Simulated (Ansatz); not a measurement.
**AlAs+ (quartet): wave-function methods side by side, cc-pVTZ**

One table from this session's results is given with a row withheld; the runs are named, their logs left out.

The runs use Ansatz 0.2.0, Gaussian basis; cc-pVTZ, core rule «outside noble gas», up to 19 orbitals frozen.

Plan: UHF; CCSD(T) on ROHF; CCSD(T) on UHF; BCCD(T) on ROHF; CISD; CCSDT(Q) on ROHF; CCSDT(Q) on UHF; CASSCF and MRCISD+Q, 7 electrons in 8 orbitals; CASSCF and NEVPT2, 7 electrons in 8 orbitals.

24 further runs of the same task are left out: 6 for a known fault of the program, 9 that didn't finish, 9 set aside as unsound or not needed.

### The system

The geometry is a PBE0/def2-TZVP stationary point (not a proven minimum) of the parent state, kept for this charge and spin. No spin-orbit coupling is included. The filled d shell of As may be among the frozen orbitals whatever the setting's name suggests; the logs give the count.

2 atoms, charge 1, spin multiplicity 4.

Atoms are counted from 1 here; the program's logs count them from 0.

Bond lengths: Al1–As2 2.305 Å.

Set-up of the first run:

in.yaml reads:

```yaml
crystal:
  periodic: [false, false, false]
  atoms:
    - {symbol: Al, position_ang: [0.000000, 0.000000, 0.000000]}
    - {symbol: As, position_ang: [0.000000, 0.000000, 2.305200]}
basis:
  gaussian: {orbitals: cc-pVTZ}
total_charge: 1
magnetization: {spin_polarized: true, initial_magnetization: 3}
hamiltonian: {xc: hf}
output: {orbitals: {seedname: orbitals}}
```

The run is started by

```
$ ansatz run in.yaml --threads 1 --pin off --events-out ev --progress --plain --max-ram 2393MiB
```

Steps of the session up to this table: UHF; CCSD(T) on ROHF; CCSD(T) on UHF; BCCD(T) on ROHF; CISD; CCSDT(Q) on ROHF; CCSDT(Q) on UHF; CASSCF and MRCISD+Q, 7 electrons in 8 orbitals; CASSCF and NEVPT2, 7 electrons in 8 orbitals.

One table of the session follows, with a row left open; its other results are not shown here.

```
          method  from UCCSDT(Q) (kcal/mol)
            ROHF                     +95.17
             UHF                     +90.78
            RMP2                     +19.65
            UMP2                     +20.30
            CISD                      +8.16
           RCCSD                      +5.54
           UCCSD                      +5.03
        RCCSD(T)                      +1.23
        UCCSD(T)                      +0.97
         BCCD(T)                      +1.27
          RCCSDT                      +0.53
          UCCSDT                      +0.21
       RCCSDT(Q)                      +0.31
       UCCSDT(Q)                          0
  CASSCF valence                     +65.31
  NEVPT2 valence                     +16.03
  MRCISD valence                          ?
MRCISD+Q valence                      +1.17
```

**Question.** Estimate the row for MRCISD valence.

The run gave: from UCCSDT(Q) (kcal/mol): +5.18. In the column «from UCCSDT(Q) (kcal/mol)» it lies between UCCSD (+5.03) and RCCSD (+5.54).

Limits of these values: Restricted and unrestricted rows rest on different reference determinants; where their highest levels disagree by more than a few hundredths of an eV, they describe different states and don't form one ladder.
